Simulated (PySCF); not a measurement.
**CH₅FGe: geometry, NMR shifts, spin-spin couplings, electronic excitations and core binding energies**

Aim: predict the NMR shifts, spin-spin couplings, electronic excitations and core binding energies of CH₅FGe (`F[CH2][GeH3]`).

Computed with PySCF 2.14.0, with density-fitted response routines of our own, on a single molecule in the gas phase. Atoms are numbered from 0 throughout.

## (1) The starting structure

8 atoms, charge 0, multiplicity 1; geometry from: GFN2-xTB.

Bonds of the start (Å): F0–C1 1.38, C1–Ge2 1.98, C1–H3 1.09, C1–H4 1.09, Ge2–H5 1.49, Ge2–H6 1.49, Ge2–H7 1.49.

## (2) Geometry optimisation at PBE0-D3(BJ)/def2-SVP

What the job is given:

```
{"job": {"xc": "PBE0", "basis": "def2-SVP", "d3": "d3bj", "grid": 1, "kind": "geom"}, "charge": 0, "multiplicity": 1}
F     -1.496700     0.906991     0.800131
C     -1.014748    -0.061371    -0.054961
Ge     0.964847    -0.005063    -0.011776
H     -1.419651    -1.016951     0.288979
H     -1.423990     0.158180    -1.044683
H      1.513026    -1.046609    -0.930442
H      1.440644     1.338818    -0.446206
H      1.445630    -0.264583     1.374391
```

The runs that follow: Chemical shifts: PBE0/pcSseg-1; Indirect couplings: B3LYP/pcSseg-1+pcJ-1; Ultraviolet spectrum: CAM-B3LYP/def2-SVPD; Chemical shifts: HF/pcSseg-2; Core-electron binding energies: SCAN, X2C.

**Question.** After this job, these run on its result: GIAO PBE0/pcSseg-1 NMR shielding, non-relativistic, gas phase; B3LYP/pcJ-1 Ge:pcSseg-1 indirect spin-spin coupling, non-relativistic, gas phase; TDDFT CAM-B3LYP/def2-SVPD, vertical, gas phase, core orbitals frozen in the response; GIAO HF/pcSseg-2 NMR shielding, non-relativistic, gas phase; delta-SCF UKS SCAN, pcX-2 on the ionised atom, pcseg-1 elsewhere, spin-free X2C. Predict these results of the whole session: point group; rotational constants (main isotopes); 13C shifts against TMS (PBE0/pcSseg-1); 1H shifts against TMS (PBE0/pcSseg-1); 19F shifts against CFCl3 (PBE0/pcSseg-1); 73Ge shifts against GeMe4 (PBE0/pcSseg-1); largest coupling (B3LYP/pcSseg-1+pcJ-1); lowest singlet (CAM-B3LYP/def2-SVPD); brightest single state of those computed; lowest triplet; vertical ionisation energy (ΔSCF); F1s binding energies, SCAN/pcX-2; C1s binding energies, SCAN/pcX-2; range of the shift of F0.

**Answer**, as computed:

```
                                 quantity                        value
                              point group                           Cs
     rotational constants (main isotopes)        26.25, 3.53, 3.30 GHz
   13C shifts against TMS (PBE0/pcSseg-1)                     75.5 ppm
    1H shifts against TMS (PBE0/pcSseg-1)               4.88, 3.96 ppm
 19F shifts against CFCl3 (PBE0/pcSseg-1)                   -284.0 ppm
73Ge shifts against GeMe4 (PBE0/pcSseg-1)                     -236 ppm
  largest coupling (B3LYP/pcSseg-1+pcJ-1)     1J(F,C) F0–C1, -256.5 Hz
     lowest singlet (CAM-B3LYP/def2-SVPD)  7.79 eV (159 nm), f = 0.033
 brightest single state of those computed  state 3, 8.62 eV, f = 0.296
                           lowest triplet                      7.33 eV
        vertical ionisation energy (ΔSCF)                     11.03 eV
         F1s binding energies, SCAN/pcX-2                 F0 692.52 eV
         C1s binding energies, SCAN/pcX-2                 C1 292.76 eV
                 range of the shift of F0         -284.0 to -244.3 ppm
```

The optimisation took 3 steps and gained 0.083 eV; among the bonded pairs, Ge2–H5 (with another pair as far) changed most, from 1.493 to 1.540 Å. No frequency check was run at this level, so the end point may be a saddle. The most deshielded hydrogen is H3, H4 (mean) (hydrogen on an sp3 CH2 bonded to F and Ge), at 4.88 ppm: its carbon carries F, which withdraws density. At PBE0/pcSseg-1: Shielding is most anisotropic at Ge2 (span 159 ppm, paramagnetic term -1190 ppm). The largest coupling computed is F0–C1, -256.5 Hz, of which the Fermi-contact term gives -310.3 Hz. The first singlet state (HOMO→LUMO 0.66, HOMO→LUMO+1 0.24) lies at 7.79 eV and is weak; of the 10 states computed, the strongest absorption comes from state 3 at 8.62 eV. The lowest triplet lies 0.45 eV below the lowest singlet (triplets in Tamm-Dancoff, singlets in full TDDFT). The orbital energy would give 9.97 eV for ionisation, ΔSCF gives 11.03 eV. In ppm, F0 moves most: its shift spreads over 39.7 ppm, from -284.0 (PBE0/pcSseg-1) to -244.3 (HF/pcSseg-2). Spin-orbit coupling is left out, which matters for shieldings and couplings at and beside the heavy atoms.
